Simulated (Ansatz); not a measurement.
# Lu3AlN: the cost of one run

Computed with the Python package of Ansatz 0.2.0. Level of theory: DFT r2SCAN+D4, plane waves, PAW.

### Step 1. The system

Symmetry: Pm-3m, No. 221, cubic system. Conventional cell: a = 4.603 Å, b = 4.603 Å, c = 4.603 Å, α = 90.00°, β = 90.00°, γ = 90.00°. Lu (site symmetry 4/mmm) is surrounded by 2 N at 2.30 Å. Around Al (site symmetry m-3m) lie 12 Lu at 3.25 Å. N (site symmetry m-3m) has 6 Lu at 2.30 Å as nearest neighbours.

Input file POSCAR_lu3aln:

```text
Lu3AlN
1.0
   4.60314447    0.00000000    0.00000000
   0.00000000    4.60314447    0.00000000
   0.00000000    0.00000000    4.60314447
Lu Al N
3 1 1
Direct
   0.50000000    0.50000000    0.00000000
   0.50000000    0.00000000    0.50000000
   0.00000000    0.50000000    0.50000000
   0.00000000    0.00000000    0.00000000
   0.50000000    0.50000000    0.50000000
```

### Step 2. The code

kconv_lu3aln.py

```python
import csv
import logging
import sys
import warnings

import ansatz as az
from ase.io import read

logging.basicConfig(stream=sys.stdout, format="[%(levelname)s] %(message)s")
log = logging.getLogger("lu3aln")
log.setLevel(logging.INFO)

warnings.simplefilter("ignore", az.DeckWarning)

atoms = read("POSCAR_lu3aln", format="vasp")
xtal = az.Crystal.from_ase(atoms)

model = (
    xtal.calculation()
    .scf(extra_bands=16, algorithm="direct_min")
    .occupations("gaussian", width=0.1)
    .basis(23 * az.Ry)
    .functional(az.Functional.R2SCAN, dispersion="d4")
    .stress()
)

rows = []
for value in [(2, 2, 2), (3, 3, 3), (4, 4, 4), (5, 5, 5), (6, 6, 6)]:
    report = model.kpoints(mesh=value).run().report
    rows.append((value, report["free_energy_ev"] / len(report["lattice"]["sites"]), report["n_iterations"], sum(report["stress_gpa"][i][i] for i in range(3)) / 3, report["n_kpoints"]))

with open("kconv.csv", "w", newline="") as handle:
    writer = csv.writer(handle)
    writer.writerow(["mesh", "F/atom (eV)", "iterations", "P (GPa)", "k-points"])
    writer.writerows([round(v, 5) if isinstance(v, float) else v for v in row] for row in rows)

for row in rows[:-1]:
    shift = 1000 * (row[1] - rows[-1][1])
    log.info(f"{row[0]}: {shift:+.2f} meV/atom" + ("  (within 2 meV)" if abs(shift) < 2 else ""))
```

### Step 3. What the engine is handed

The package turns the script's settings into the engine's input (first run):

```yaml
crystal:
  lattice:
    - [4.60314447, 0.0, 0.0]
    - [0.0, 4.60314447, 0.0]
    - [0.0, 0.0, 4.60314447]
  atoms:
    - { symbol: Lu, position: [0.5, 0.5, 0.0] }
    - { symbol: Lu, position: [0.5, 0.0, 0.5] }
    - { symbol: Lu, position: [0.0, 0.5, 0.5] }
    - { symbol: Al, position: [0.0, 0.0, 0.0] }
    - { symbol: "N", position: [0.5, 0.5, 0.5] }
basis:
  ecutwfc: 312.930941828862
kpoints:
  mp_grid:
    grid: [2, 2, 2]
hamiltonian:
  xc: r2scan
  dispersion: d4
scf:
  algorithm: direct_min
  n_extra_bands: 16
  occupations:
    method: gaussian
    width: 0.1
output:
  stress: true
```

### Step 4. Running it

The run is started by

```bash
python kconv_lu3aln.py
```

**Question.** How long does this script take on 1 thread of Arm Neoverse V1, shared host, and how much memory does it need?

About 98 s, with a peak of 0.69 GiB.
